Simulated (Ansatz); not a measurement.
C2H8BN, SMILES CCBN: an atomisation energy, run with the Python package of Ansatz (0.2.0).

Script `tae_c2h8bn.py`:
```python
"""Atomisation energy of C2H8BN at the given geometry."""

from collections import Counter

import ansatz as az
from ase import Atoms

BASIS_SET = "pcseg-2"
XC = "pbe"


def total_energy(molecule, charge=0, unpaired=0):
    calc = molecule.calculation().basis(gaussian=BASIS_SET).functional(XC)
    if charge:
        calc = calc.charge(charge)
    if unpaired:
        calc = calc.spin("collinear", total=unpaired)
    report = calc.run(threads=1, backend="cpu").report
    if report["published_state_doubts"]:
        print("  doubts:", report["published_state_doubts"])
    return report["free_energy_ev"]


def main() -> None:
    atoms = Atoms(["C", "C", "B", "N", "H", "H", "H", "H", "H", "H", "H", "H"], positions=[
        [-0.6855, 1.3768, -0.1204],
        [-0.2088, 0.2203, 0.6462],
        [0.9273, -0.5125, -0.1704],
        [0.8846, -1.9569, -0.5854],
        [-1.1506, 1.0897, -1.1269],
        [-1.5415, 1.9295, 0.449],
        [0.1029, 2.1649, -0.3019],
        [-0.9973, -0.4732, 0.8265],
        [0.1988, 0.581, 1.6673],
        [1.951, 0.0753, -0.4025],
        [-0.0614, -2.0307, -1.1477],
        [0.6574, -2.5193, 0.3001],
    ])
    c2h8bn = az.Crystal.molecule_from_ase(atoms)

    # Hund ground states
    unpaired = {"C": 2, "B": 1, "N": 3, "H": 1}
    counts = Counter(site.symbol for site in c2h8bn.cartesian_sites)
    atom_energy = {s: total_energy(az.Crystal.molecule().atom(s, (0, 0, 0)), 0, unpaired[s]) for s in counts}
    whole = total_energy(c2h8bn, 0, 0)
    for s, e in atom_energy.items():
        print(f"{s:2s} x{counts[s]}  {e:14.5f} eV")
    print(f"C2H8BN: {whole:.5f} eV")
    split = sum(counts[s] * e for s, e in atom_energy.items()) - whole
    print(f"atomisation energy (no zero-point term): {split:.3f} eV, {split / sum(counts.values()):.3f} eV an atom")


if __name__ == "__main__":
    main()
```

What does it cost to take this molecule apart into atoms?

46.585 eV from the electronic energies, without the zero-point term.

What the script printed:

Output of `python tae_c2h8bn.py`:
```text
C  x2     -1028.48099 eV
B  x1      -669.67814 eV
N  x1     -1483.89080 eV
H  x8       -13.60312 eV
C2H8BN: -4365.94053 eV
atomisation energy (no zero-point term): 46.585 eV, 3.882 eV an atom
```

Caveats:
- Total energies depend on the basis set; only differences at equal settings carry meaning.
- The geometry is a force-field or estimated start, not a minimum of this method, and the basis set is short of its limit. All parts are taken at fixed geometry, without zero-point energy.
- This functional overbinds, so such energies come out a few per cent too high (LDA far more).
- Run time: 5.1 s on 1 thread of Arm Neoverse V2, with other jobs on the host, peak memory 0.31 GiB.

(Lines on the test bed's own set-up are left out of the output.)
